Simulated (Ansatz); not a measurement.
# ClH₆InO₂Si₂: up Jacob's ladder to CCSD(T)

The task here is to estimate one member of a computed series from the others.

Program: Ansatz 0.2.0, Gaussian basis. Level of theory: functionals in def2-TZVPP, the program's frozen cores in correlated methods. These are calculated values, not measurements.

The runs, in order: PBE-D4, r2SCAN-D4, PBE0-D4, B3LYP-D4, ωB97X-V, ωB97M-V, B2PLYP; CCSD(T)/def2-TZVPP; MP2/def2-QZVPP; extrapolation to the limit.

## The geometry

An earlier PBE0-D4 in a triple-zeta def2 set relaxation fixed the geometry. In takes the def2 core potential; no spin-orbit term is included.

SMILES `[SiH3][O][In]([Cl])[O][SiH3]`, 12 atoms, charge 0, spin multiplicity 1.

Atoms are counted from 1 here; the program's logs count them from 0.

Bond lengths: Si1–O2 1.637 Å, Si1–H7 1.488 Å, Si1–H8 1.492 Å, Si1–H9 1.486 Å, O2–In3 1.956 Å, In3–Cl4 2.283 Å, In3–O5 1.956 Å, O5–Si6 1.637 Å, Si6–H10 1.492 Å, Si6–H11 1.488 Å, Si6–H12 1.486 Å. Angles: O2–Si1–H7 110.8°, O2–Si1–H8 111.0°, O2–Si1–H9 108.7°, H7–Si1–H8 108.2°, H7–Si1–H9 109.2°, H8–Si1–H9 108.9°, Si1–O2–In3 135.8°, O2–In3–Cl4 120.6°, O2–In3–O5 118.8°, Cl4–In3–O5 120.6°, In3–O5–Si6 135.8°, O5–Si6–H10 111.0°, O5–Si6–H11 110.8°, O5–Si6–H12 108.7°, H10–Si6–H11 108.2°, H10–Si6–H12 108.9°, H11–Si6–H12 109.2°.

Coordinates:

| atom | x (Å) | y (Å) | z (Å) |
| --- | --- | --- | --- |
| Si1 | -0.7080 | 1.7587 | -1.1373 |
| O2 | 0.7444 | 1.7363 | -0.3832 |
| In3 | 1.6968 | 0.4945 | 0.7898 |
| Cl4 | 3.6981 | 1.0773 | 1.7198 |
| O5 | 0.9029 | -1.2560 | 1.1513 |
| Si6 | -0.4052 | -2.0832 | 0.6195 |
| H7 | -0.6300 | 1.0759 | -2.4574 |
| H8 | -1.7471 | 1.0701 | -0.3183 |
| H9 | -1.1160 | 3.1725 | -1.3417 |
| H10 | -0.6983 | -1.7616 | -0.8072 |
| H11 | -1.6086 | -1.7465 | 1.4277 |
| H12 | -0.1290 | -3.5381 | 0.7371 |

The first run:

in.yaml

```yaml
crystal:
  periodic: [false, false, false]
  atoms:
    - {symbol: Si, position_ang: [-0.707999, 1.758715, -1.137312]}
    - {symbol: O, position_ang: [0.744427, 1.736300, -0.383246]}
    - {symbol: In, position_ang: [1.696757, 0.494521, 0.789830]}
    - {symbol: Cl, position_ang: [3.698147, 1.077337, 1.719801]}
    - {symbol: O, position_ang: [0.902938, -1.256019, 1.151273]}
    - {symbol: Si, position_ang: [-0.405242, -2.083206, 0.619453]}
    - {symbol: H, position_ang: [-0.630030, 1.075944, -2.457427]}
    - {symbol: H, position_ang: [-1.747096, 1.070123, -0.318322]}
    - {symbol: H, position_ang: [-1.115969, 3.172484, -1.341657]}
    - {symbol: H, position_ang: [-0.698331, -1.761592, -0.807231]}
    - {symbol: H, position_ang: [-1.608607, -1.746476, 1.427717]}
    - {symbol: H, position_ang: [-0.129004, -3.538111, 0.737119]}
basis:
  gaussian: {orbitals: def2-TZVPP}
hamiltonian: {xc: pbe, dispersion: d4}
output: {forces: true, orbitals: {seedname: orbitals}}
```

The run is started by

```bash
$ ansatz run in.yaml --threads 2 --pin off --events-out ev --progress --plain --max-ram 22528MiB --backend cuda --devices 0, --max-vram 18GiB
```

Steps of the session up to this table: PBE-D4 (GGA); r2SCAN-D4 (meta-GGA); PBE0-D4 (hybrid); B3LYP-D4 (hybrid); ωB97X-V (range-separated); ωB97M-V (range-separated); B2PLYP (double hybrid); CCSD(T) in def2-TZVPP; MP2 in def2-QZVPP.

One table of the session follows, with a row left open; its other results are not shown here.

It belongs to the step «Atomisation energies». 

| method | atomisation energy (kJ/mol) |
| --- | --- |
| PBE-D4 | 3787.1 |
| r2SCAN-D4 | 3816.7 |
| PBE0-D4 | 3738.4 |
| B3LYP-D4 | 3774.4 |
| ωB97X-V | 3852.8 |
| ωB97M-V | 3825.2 |
| B2PLYP | 3753.8 |
| HF/def2-TZVPP | 2781.6 |
| MP2/def2-TZVPP | ? |
| CCSD/def2-TZVPP | 3672.6 |
| CCSD(T)/def2-TZVPP | 3730.6 |
| MP2/CBS | 3919.9 |
| CCSD(T)/CBS | 3858.8 |

**Question.** Estimate the row for MP2/def2-TZVPP.

As computed: atomisation energy (kJ/mol): 3791.7. In the column «atomisation energy (kJ/mol)» it lies between PBE-D4 (3787.1) and r2SCAN-D4 (3816.7).

Limits of these values: Free atoms (2 Si, 2 O, 1 In, 1 Cl, 6 H) were run apart at each level; the atomisation energy is their sum less the molecule, without zero-point or spin-orbit terms.
